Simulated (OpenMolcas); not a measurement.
**SnO (tin(ii) oxide) at 6 levels**

We compute a comparison of 6 runs (HF/3-21G, B2PLYP/def2-TZVPPD, BHLYP/def2-TZVPPD, M06-2X/def2-TZVPPD, M06-L/def2-TZVPPD, PBE/def2-TZVPPD) of SnO (tin(ii) oxide). 

The results are computed with OpenMolcas 26.06.

1 further run of the same task is left out (it didn't finish).

## Step 1: The structure to begin with

SnO: 2 atoms, total charge 0, spin state singlet. As SMILES, `[O]=[Sn]`. The shape is that of a PBE0-D4/def2-TZVP optimisation.

Bond lengths: O1–Sn2 1.818 Å.

## Step 2: Energy and forces at HF/3-21G (run 1)

The input, struct.xyz:

```xyz
2

O      0.000000     0.000000    -0.007080
Sn     0.000000     0.000000     1.810660
```

The input, run.input:

```
&GATEWAY
 BasLib
 $CurrDir
 Coord
 struct.xyz
 Basis
 3-21G
 Group
 NoSym

&SEWARD

&SCF
 Thresholds
 1e-10 1e-07 1e-07 1e-05
 PrOrbitals
 1

&ALASKA
```

The basis set 3-21G is read from a file made from the Basis Set Exchange's data (not shown).

Started as:

```console
$ export MOLCAS_MEM=1860
$ pymolcas run.input > run.log
```

The program printed:

```text
--- Start Module: gateway ---
[...]
--- Stop Module: gateway /rc=_RC_ALL_IS_WELL_ ---
[...]
      Basis functions           40
[...]
--- Start Module: scf ---
[...]
       Convergence after  13 Iterations
[...]
::    Total SCF energy                              -6070.6892295586
[...]
      Total spin, S                                     0.0000000000
[...]
      Total electronic charge=   58.000000
      Total            charge=   -0.000000
[...]
      Dipole Moment (debye):
      Origin of the operator (angstrom)=    0.0000    0.0000    1.5967
                   X= -7.6774E-15               Y= -1.5883E-14               Z=  3.7748E+00           Total=  3.7748E+00
      Quadrupole Moment (debye*angstrom):
[...]
--- Stop Module: scf /rc=_RC_ALL_IS_WELL_ ---
--- Start Module: alaska ---
[...]
 *              Molecular gradients               *
 **************************************************
  Irreducible representation: a
 ------------------------------------------------------------------------------------------
                              X                       Y                       Z
 ------------------------------------------------------------------------------------------
  O1                1.00796944976743E-15   -4.76061052145121E-16   -4.41715583622226E-03
  SN2              -1.00796944976743E-15    4.76061052145121E-16    4.41715583622226E-03
 ------------------------------------------------------------------------------------------
--- Stop Module: alaska /rc=_RC_ALL_IS_WELL_ ---
[...]
```

It took 2 s on 1 thread of Arm Neoverse V2, shared host; peak memory 0.37 GiB.

## Step 3: A single-point energy at B2PLYP/def2-TZVPPD (core potential) (run 2)

The input, mol.input:

```
&gateway
  baslib
  $CurrDir
  coord
  2
  angstrom
  O        0.000000       0.000000      -0.007080
  Sn       0.000000       0.000000       1.810660
  basis
  def2-TZVPPD
  group
  NoSym

&seward
  gridinput
  Grid=UltraFine
  End of Grid

&scf
  ksdft
  B2PLYP_SCF
  thresholds
  1e-10 1e-07 1e-07 1e-05
  prorbitals
  1 1

&mbpt2
  frozen
  5
```

The basis set def2-TZVPPD is read from a file made from the Basis Set Exchange's data (not shown).

Started as:

```console
$ export MOLCAS_MEM=1860
$ pymolcas mol.input > mol.log
```

The program printed:

```text
--- Start Module: gateway ---
[...]
--- Stop Module: gateway /rc=_RC_ALL_IS_WELL_ ---
[...]
      Basis functions           96
[...]
--- Start Module: scf ---
[...]
       Convergence after  17 Iterations
[...]
::    Total KS-DFT energy                            -289.1201721011
[...]
      Total spin, S                                     0.0000000000
[...]
      Total electronic charge=   30.000000
      Total            charge=   -0.000000
[...]
      Dipole Moment (debye):
      Origin of the operator (angstrom)=    0.0000    0.0000    1.5967
                   X= -7.2167E-16               Y= -1.0286E-15               Z=  4.8201E+00           Total=  4.8201E+00
      Quadrupole Moment (debye*angstrom):
[...]
--- Stop Module: scf /rc=_RC_ALL_IS_WELL_ ---
[...]
--- Start Module: mbpt2 ---
[...]
 ###    WARNING: MP2 implementation intended for RHF references only         ###
 ###############################################################################
MBPT2 WARNING: Reference function according to RunFile:KS-DFT
I'll assume you know what you're doing and continue
WARNING!
Default frozen orbitals as non valence orbitals is overwritten by user input.
Default values:   1
[...]
       Reference weight ( Cref**2 )         =        0.74260
::    Total MBPT2 energy                             -289.8374751583
[...]
      Total MBPT2 calculations                           0.17      0.20
--- Stop Module: mbpt2 /rc=_RC_ALL_IS_WELL_ ---
[...]
```

Run time: 15 s. Hardware: 1 thread of Arm Neoverse V2, shared host; peak memory 0.53 GiB.

Runs 3 to 5 aren't shown in full; the table further down has their settings and results.

## Step 4: Energy and forces at PBE/def2-TZVPPD (core potential) (run 6)

The input, mol.input:

```
* OSn Kohn-Sham DFT

&GATEWAY
 BasLib = $CurrDir
 Coord
 2
 angstrom
 O        0.000000       0.000000      -0.007080
 Sn       0.000000       0.000000       1.810660
 Basis = def2-TZVPPD
 Group = NoSym

&SEWARD
 GridInput
 Grid=UltraFine
 End of Grid

&SCF
 KSDFT = PBE
 Thresholds = 1e-10 1e-07 1e-07 1e-05
 PrOrbitals = 1

&ALASKA
```

The basis set def2-TZVPPD is read from a file made from the Basis Set Exchange's data (not shown).

Started as:

```console
$ export MOLCAS_MEM=1860
$ pymolcas mol.input > mol.log
```

The program printed:

```text
--- Start Module: gateway ---
[...]
--- Stop Module: gateway /rc=_RC_ALL_IS_WELL_ ---
[...]
      Basis functions           96
[...]
--- Start Module: scf ---
[...]
       Convergence after  20 Iterations
[...]
::    Total KS-DFT energy                            -289.4869785870
[...]
      Total spin, S                                     0.0000000000
[...]
      Total electronic charge=   30.000000
      Total            charge=   -0.000000
[...]
      Dipole Moment (debye):
      Origin of the operator (angstrom)=    0.0000    0.0000    1.5967
                   X=  2.6545E-15               Y=  2.9562E-16               Z=  3.9392E+00           Total=  3.9392E+00
      Quadrupole Moment (debye*angstrom):
[...]
--- Stop Module: scf /rc=_RC_ALL_IS_WELL_ ---
[...]
--- Start Module: alaska ---
[...]
 *              Molecular gradients               *
 **************************************************
  Irreducible representation: a
 ------------------------------------------------------------------------------------------
                              X                       Y                       Z
 ------------------------------------------------------------------------------------------
  O1                1.16493597136701E-14   -3.48960688337133E-14    2.16557497909697E-02
  SN2              -1.16487092192508E-14    3.49101363304312E-14   -2.16557497909342E-02
 ------------------------------------------------------------------------------------------
--- Stop Module: alaska /rc=_RC_ALL_IS_WELL_ ---
[...]
```

Wall time 20 s (1 thread of Arm Neoverse V2, shared host); peak memory 0.53 GiB.

## Step 5: All runs side by side

```csv
run,level,task,frozen core orbitals,energy (Eh),dipole moment (D),HOMO energy (eV),LUMO energy (eV),wall time
1,HF/3-21G,gradient,–,-6070.689230,3.77,-9.83,0.90,2 s
2,B2PLYP/def2-TZVPPD (core potential),energy,5,-289.313844,4.82,-8.78,-1.42,15 s
3,BHLYP/def2-TZVPPD (core potential),gradient,–,-289.436375,4.82,-8.84,-1.67,19 s
4,M06-2X/def2-TZVPPD (core potential),gradient,–,-289.448668,4.76,-8.86,-1.50,23 s
5,M06-L/def2-TZVPPD (core potential),gradient,–,-289.701805,4.07,-6.50,-2.76,28 s
6,PBE/def2-TZVPPD (core potential),gradient,–,-289.486979,3.94,-6.49,-3.02,20 s
```

## Step 6: What came out

| quantity | value |
| --- | --- |
| run 6: total energy | -289.48698 Eh |
| run 6: dipole moment | 3.94 D |
| run 6: HOMO energy | -6.49 eV |
| run 6: LUMO energy | -3.02 eV |
| run 6: HOMO–LUMO gap | 3.47 eV |
| run 6: largest force on an atom | 1.114 eV/Å |

What this shows: The dipole moment (its size) runs from 3.77 D (HF/3-21G) to 4.82 D (B2PLYP/def2-TZVPPD). The two ends differ in method and basis and core potential. A double hybrid's value is that of its SCF part. The HOMO–LUMO gap runs from 3.47 eV (PBE/def2-TZVPPD) to 10.73 eV (HF/3-21G). For B2PLYP the log adds the whole second-order term; the table takes 0.27 of it, as the functional is defined. Totals of different functionals can't be ranked against each other. Some runs of one species differ in core potentials or relativity; totals across that change don't compare. In run 1 relativity is left out where basis or elements ask for it. All runs together took 1.8 min, the longest 28 s.
